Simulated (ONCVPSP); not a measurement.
# Cu: the cost of one run

The numbers are computed with ONCVPSP 4.0.1.1 (patched build) (PBEsol, scalar-relativistic, spin-unpolarised reference atom).

## (1) Starting point

Typed settings, in words:

```json
{
 "element": "copper (Cu, Z = 29)",
 "type": "optimised norm-conserving Vanderbilt (ONCV)",
 "frozen core": "[Ne]",
 "valence charge": "19",
 "reference configuration": "3s2 3p6 3d10 4s1",
 "partial waves": "3s+4s: rc 1.02 bohr, ncon 3, nbas 7, qcut 13.3 1/bohr, 2 projectors; 3p: rc 1.06 bohr, ncon 4, nbas 7, qcut 11.7 1/bohr, 2 projectors, debl 3.9 Ha; 3d: rc 1.24 bohr, ncon 4, nbas 9, qcut 10.6 1/bohr, 2 projectors, debl 0.3 Ha",
 "local potential": "polynomial inside 0.96 bohr (lpopt 5, dvloc0 4 Ha)",
 "core correction": "Teter function, fcfact 4.75, rcfact 1.15"
}
```

The nodes and maxima of the atom's own shells, from an earlier all-electron run, set the scale for the radii.

All-electron outer shells of the reference configuration (PBEsol, scalar-relativistic, ld1.x):

| shell | level (eV) | outermost node (bohr) | outermost maximum (bohr) |
| --- | --- | --- | --- |
| 2p | -916.42 | – | 0.16 |
| 3s | -114.40 | 0.29 | 0.61 |
| 3p | -72.00 | 0.26 | 0.62 |
| 3d | -5.06 | – | 0.60 |
| 4s | -4.61 | 0.89 | 2.27 |
| 4p | -0.64 | 0.98 | 3.56 |

## (2) Generation

Cu.dat

```
# ATOM AND REFERENCE CONFIGURATION
# atsym  z   nc   nv     iexc    psfile
  Cu 29.00    3    4  -116133      upf
#
#   n    l    f
    1    0    2.00
    2    0    2.00
    2    1    6.00
    3    0    2.00
    3    1    6.00
    3    2   10.00
    4    0    1.00
#
# PSEUDOPOTENTIAL AND OPTIMIZATION
# lmax
    2
#
#   l,   rc,      ep,       ncon, nbas, qcut
    0    1.02    0.00    3    7   13.30
    1    1.06    0.00    4    7   11.70
    2    1.24    0.00    4    9   10.60
#
# LOCAL POTENTIAL
# lloc, lpopt,  rc(5),   dvloc0
    4    5    0.96    4.00
#
# VANDERBILT-KLEINMAN-BYLANDER PROJECTORs
# l, nproj, debl
    0    2    1.90
    1    2    3.90
    2    2    0.30
#
# MODEL CORE CHARGE
# icmod, fcfact, rcfact
    3    4.75    1.15
#
# LOG DERIVATIVE ANALYSIS
# epsh1, epsh2, depsh
   -6.00    5.00    0.04
#
# OUTPUT GRID
# rlmax, drl
    6.00    0.01
#
# TEST CONFIGURATIONS
# ncnf
    4
# nvcnf
#   n    l    f
    4
    3    0    2.00
    3    1    6.00
    3    2   10.00
    4    0    0.00
#
    4
    3    0    2.00
    3    1    6.00
    3    2    9.00
    4    0    0.00
#
    4
    3    0    2.00
    3    1    6.00
    3    2    8.00
    4    0    0.00
#
    4
    3    0    2.00
    3    1    6.00
    3    2    9.00
    4    0    2.00
#
```

Run with:

```bash
oncvpsp.x < Cu.dat > Cu.out
```

**Question.** How long does this run take on 1 thread of Intel Xeon Platinum 8488C, shared host?

About 4 s.
